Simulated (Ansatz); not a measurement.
# CH4BN (SMILES [BH3-][N+]#C) at HF/def2-SVPD

Aim: the electronic atomisation energy of CH4BN at HF/def2-SVPD, from 5 runs. 

The calculation is run with Ansatz 0.2.0.

15 further runs of the same task are left out: 15 set aside as unsound or not needed.

**1. The structure to begin with**

The species is CH4BN (7 atoms), meant as a singlet with charge 0. As SMILES, `[BH3-][N+]#C`. The shape is that of a GFN2-xTB optimisation.

Bond lengths: B1–N2 1.446 Å, N2–C3 1.149 Å, B1–H4 1.191 Å, B1–H5 1.191 Å, B1–H6 1.191 Å, C3–H7 1.052 Å. Angles: B1–N2–C3 179.8°, N2–B1–H4 105.9°, N2–B1–H5 105.9°, N2–B1–H6 105.8°, N2–C3–H7 179.8°, H4–B1–H5 112.8°, H4–B1–H6 112.8°, H5–B1–H6 112.8°.

**2. A single-point energy at HF/def2-SVPD**

Input file input.yaml:

```yaml
crystal:
  periodic: [false, false, false]
  atoms:
    - {symbol: B, position_ang: [-0.679270, 0.619350, -0.271430]}
    - {symbol: "N", position_ang: [0.343100, -0.317340, 0.137940]}
    - {symbol: C, position_ang: [1.158210, -1.058740, 0.463380]}
    - {symbol: H, position_ang: [-1.600190, -0.041380, -0.638300]}
    - {symbol: H, position_ang: [-0.196850, 1.266380, -1.147890]}
    - {symbol: H, position_ang: [-0.931780, 1.266950, 0.696120]}
    - {symbol: H, position_ang: [1.906790, -1.735220, 0.760180]}
basis:
  gaussian: {orbitals: def2-SVPD}
hamiltonian: {xc: hf}
accuracy: high
output: {orbitals: {seedname: orbitals}}
```

Command:

```console
$ ansatz run input.yaml --threads 1 --pin off --max-ram 2610MiB --events-out events.jsonl --progress --plain --runs-dir runs
```

Output:

```text
Warning: RAYON_NUM_THREADS=1 ignored (pool sized by the plan → 1); use --threads N
Functional definition: HF
  name "HF"
  exchange = exact_x
  correlation = 0
1861 factors; integrals over basis functions are off by at most 3.1e-9 eV
mean field evaluation 1: about -3240.4210 eV, gradient 2.9e1 eV
mean field evaluation 2: about -3240.4224 eV, gradient 2.9e1 eV
mean field evaluation 4: about -3242.9232 eV, gradient 3.5e0 eV
mean field evaluation 8: about -3242.9711 eV, gradient 2.2e-4 eV
mean field -3242.97108054 eV, -119.1769890449 hartree, gradient 7.8e-8 eV, S^2 0.000000; 0 other end points of the search recorded, 0 dependent functions left out
reference -3242.97108054 eV, -119.1769890449 hartree; 11, 11 occupied and 81, 81 virtual orbitals, 1861 factors
Total energy: -3242.97108054 eV, -119.1769890449 hartree
```

It took 1.4 s on 1 thread of Intel Xeon 6975P-C (Granite Rapids), shared host; peak memory 0.21 GiB.

**3. The B atom**

Input file input.yaml:

```yaml
crystal:
  periodic: [false, false, false]
  atoms:
    - {symbol: B, position_ang: [0.000000, 0.000000, 0.000000]}
basis:
  gaussian:
    orbitals: def2-SVPD
magnetization:
  spin_polarized: true
  initial_magnetization: 1
hamiltonian:
  xc: hf
accuracy: high
```

Command:

```console
$ ansatz run input.yaml --threads 1 --pin off --max-ram 2610MiB --events-out events.jsonl --progress --plain --runs-dir runs
```

Output:

```text
Warning: RAYON_NUM_THREADS=1 ignored (pool sized by the plan → 1); use --threads N
[... 4 set-up lines as earlier in the session ...]
161 factors; integrals over basis functions are off by at most 2.8e-9 eV
mean field evaluation 1: about -666.3837 eV, gradient 4.5e0 eV
mean field evaluation 2: about -666.3841 eV, gradient 4.5e0 eV
mean field evaluation 4: about -666.7183 eV, gradient 3.1e-1 eV
mean field evaluation 8: about -666.7177 eV, gradient 9.3e-4 eV
mean field evaluation 16: about -666.4153 eV, gradient 1.8e0 eV
mean field evaluation 32: about -666.7354 eV, gradient 9.8e-3 eV
mean field evaluation 64: about -666.7177 eV, gradient 3.0e-8 eV
mean field -666.71769393 eV, -24.5014233343 hartree, gradient 5.6e-8 eV, S^2 0.759939; 2 other end points of the search recorded, 0 dependent functions left out
reference -666.71769393 eV, -24.5014233343 hartree; 3, 2 occupied and 17, 18 virtual orbitals, 161 factors
Total energy: -666.71769393 eV, -24.5014233343 hartree
```

Wall time 0.06 s (1 thread of Intel Xeon 6975P-C (Granite Rapids), shared host).

**4. The C atom, same level**

Input file in.yaml:

```yaml
crystal:
  periodic: [false, false, false]
  atoms:
    - {symbol: C, position_ang: [0.000000, 0.000000, 0.000000]}
basis:
  gaussian:
    orbitals: def2-SVPD
magnetization:
  spin_polarized: true
  initial_magnetization: 2
hamiltonian:
  xc: hf
accuracy: high
```

Run the same way, it converges to -37.64626 Eh (log not shown).

**5. The H atom at the same level**

Input file job.yaml:

```yaml
crystal:
  periodic: [false, false, false]
  atoms:
    - symbol: H
      position_ang: [0.000000, 0.000000, 0.000000]
basis:
  gaussian:
    orbitals: def2-SVPD
hamiltonian:
  xc: hf
accuracy: high
magnetization:
  spin_polarized: true
  initial_magnetization: 1
```

Run the same way, it converges to -0.49928 Eh (log not shown).

**6. The N atom at the same level**

Input file job.yaml:

```yaml
crystal:
  periodic: [false, false, false]
  atoms:
    - {symbol: "N", position_ang: [0.000000, 0.000000, 0.000000]}
basis:
  gaussian: {orbitals: def2-SVPD}
total_charge: 0
accuracy: high
magnetization: {spin_polarized: true, initial_magnetization: 3}
hamiltonian: {xc: hf}
```

Command:

```console
$ ansatz run job.yaml --threads 1 --pin off --max-ram 2610MiB --events-out events.jsonl --progress --plain --runs-dir runs
```

Output:

```text
Warning: RAYON_NUM_THREADS=1 ignored (pool sized by the plan → 1); use --threads N
[... 4 set-up lines as earlier in the session ...]
163 factors; integrals over basis functions are off by at most 3.0e-9 eV
mean field evaluation 1: about -1478.4809 eV, gradient 4.0e0 eV
mean field evaluation 2: about -1478.4935 eV, gradient 4.1e0 eV
mean field evaluation 4: about -1478.5920 eV, gradient 1.6e-1 eV
mean field evaluation 8: about -1478.5922 eV, gradient 6.3e-5 eV
mean field -1478.59220361 eV, -54.3372612568 hartree, gradient 1.6e-8 eV, S^2 3.759024; 0 other end points of the search recorded, 0 dependent functions left out
reference -1478.59220361 eV, -54.3372612568 hartree; 5, 2 occupied and 15, 18 virtual orbitals, 163 factors
Total energy: -1478.59220361 eV, -54.3372612568 hartree
```

It took 0.06 s on 1 thread of Intel Xeon 6975P-C (Granite Rapids), shared host.

**7. Outcome**

Level: HF/def2-SVPD.

| quantity | value |
| --- | --- |
| molecule: total energy | -119.17699 Eh |
| molecule: HOMO energy | -11.09 eV |
| molecule: LUMO energy | 1.83 eV |
| molecule: HOMO–LUMO gap | 12.92 eV |
| B atom: total energy | -24.50142 Eh |
| B atom: ⟨S²⟩ | 0.760 |
| C atom: total energy | -37.64626 Eh |
| C atom: ⟨S²⟩ | 2.010 |
| H atom: total energy | -0.49928 Eh |
| H atom: ⟨S²⟩ | 0.750 |
| N atom: total energy | -54.33726 Eh |
| N atom: ⟨S²⟩ | 3.759 |
| electronic atomisation energy | 18.910 eV |

Taking the molecule apart into free atoms costs 18.91 eV (1825 kJ/mol), before zero-point energy and without spin-orbit coupling. Hartree–Fock lacks the correlation of the bonding pairs, which as a rule makes this value much too low; in minimal bases other errors can mask that.
